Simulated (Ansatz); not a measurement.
# CH6FInOSi: one species, many methods

One table from this session's results is given with a row withheld; the runs are named, their logs left out.

Method: functionals in def2-TZVPP, the program's frozen cores in correlated methods; program: Ansatz 0.2.0, Gaussian basis.

The runs, in order: PBE-D4, r2SCAN-D4, PBE0-D4, B3LYP-D4, ωB97X-V, ωB97M-V, B2PLYP; CCSD(T)/def2-TZVPP; MP2/def2-QZVPP; extrapolation to the limit.

## The geometry

All runs share one geometry, relaxed beforehand with PBE0-D4 in a triple-zeta def2 set. In takes the def2 core potential; no spin-orbit term is included.

11 atoms, charge 0, spin multiplicity 1.

Atoms are counted from 1 here; the program's logs count them from 0.

Bond lengths: C1–Si2 1.872 Å, C1–H6 1.092 Å, C1–H7 1.091 Å, C1–H8 1.094 Å, Si2–F3 1.653 Å, Si2–O5 1.997 Å, Si2–H9 1.545 Å, Si2–H10 1.486 Å, In4–O5 2.149 Å, O5–H11 0.959 Å. Angles: Si2–C1–H6 111.4°, Si2–C1–H7 110.6°, Si2–C1–H8 110.3°, H6–C1–H7 109.2°, H6–C1–H8 107.1°, H7–C1–H8 108.2°, C1–Si2–F3 99.4°, C1–Si2–O5 89.9°, C1–Si2–H9 117.5°, C1–Si2–H10 120.3°, F3–Si2–O5 167.6°, F3–Si2–H9 90.1°, F3–Si2–H10 96.4°, O5–Si2–H9 78.2°, O5–Si2–H10 85.8°, H9–Si2–H10 119.6°, Si2–O5–In4 104.3°, Si2–O5–H11 120.0° and more.

Coordinates:

```mol
CH6FInOSi
  3D, bonds by distance, orders not assigned

 11 10  0  0  0  0  0  0  0  0999 V2000
   -1.0153   -0.6492    0.7609 C   0  0
    0.6868   -0.3739    0.0324 Si  0  0
    1.5799   -1.2843    1.0838 F   0  0
    1.0405    2.7890   -0.7344 In  0  0
   -0.0669    1.0070   -1.1972 O   0  0
   -1.7636   -0.8034   -0.0199 H   0  0
   -1.0113   -1.5123    1.4284 H   0  0
   -1.3278    0.2268    1.3364 H   0  0
    1.4537    0.8930    0.4721 H   0  0
    1.1001   -1.0914   -1.2015 H   0  0
   -0.6108    0.7419   -1.9407 H   0  0
  1  2  8  0
  1  6  8  0
  1  7  8  0
  1  8  8  0
  2  3  8  0
  2  5  8  0
  2  9  8  0
  2 10  8  0
  4  5  8  0
  5 11  8  0
M  END
```

The first run:

Contents of in.yaml:

```yaml
crystal:
  periodic: [false, false, false]
  atoms:
    - {symbol: C, position_ang: [-1.015309, -0.649227, 0.760884]}
    - {symbol: Si, position_ang: [0.686842, -0.373923, 0.032383]}
    - {symbol: F, position_ang: [1.579936, -1.284347, 1.083766]}
    - {symbol: In, position_ang: [1.040515, 2.789004, -0.734355]}
    - {symbol: O, position_ang: [-0.066900, 1.007003, -1.197174]}
    - {symbol: H, position_ang: [-1.763595, -0.803389, -0.019869]}
    - {symbol: H, position_ang: [-1.011310, -1.512284, 1.428399]}
    - {symbol: H, position_ang: [-1.327799, 0.226751, 1.336403]}
    - {symbol: H, position_ang: [1.453663, 0.893003, 0.472088]}
    - {symbol: H, position_ang: [1.100134, -1.091412, -1.201493]}
    - {symbol: H, position_ang: [-0.610775, 0.741919, -1.940732]}
basis:
  gaussian: {orbitals: def2-TZVPP}
hamiltonian: {xc: pbe, dispersion: d4}
output: {forces: true, orbitals: {seedname: orbitals}}
```

Command:

```
ansatz run in.yaml --threads 4 --pin off --events-out ev --progress --plain --max-ram 10444MiB
```

Steps of the session up to this table: PBE-D4 (GGA); r2SCAN-D4 (meta-GGA); PBE0-D4 (hybrid); B3LYP-D4 (hybrid); ωB97X-V (range-separated); ωB97M-V (range-separated); B2PLYP (double hybrid); CCSD(T) in def2-TZVPP; MP2 in def2-QZVPP.

One table of the session follows, with a row left open; its other results are not shown here.

It belongs to the step «Atomisation energies». 

```
            method  atomisation energy (eV)
            PBE-D4                   39.358
         r2SCAN-D4                   39.073
           PBE0-D4                   38.633
          B3LYP-D4                   38.927
           ωB97X-V                   39.108
           ωB97M-V                   39.117
            B2PLYP                        ?
     HF/def2-TZVPP                   28.352
    MP2/def2-TZVPP                   38.771
   CCSD/def2-TZVPP                   37.628
CCSD(T)/def2-TZVPP                   38.171
           MP2/CBS                   39.926
       CCSD(T)/CBS                   39.326
```

**Question.** Estimate the row for B2PLYP.

As computed: atomisation energy (eV): 38.542. In the column «atomisation energy (eV)» it lies between CCSD(T)/def2-TZVPP (38.171) and PBE0-D4 (38.633).

To keep in mind: Free atoms (1 C, 1 Si, 1 F, 1 In, 1 O, 6 H) were run apart at each level; the atomisation energy is their sum less the molecule, without zero-point or spin-orbit terms.
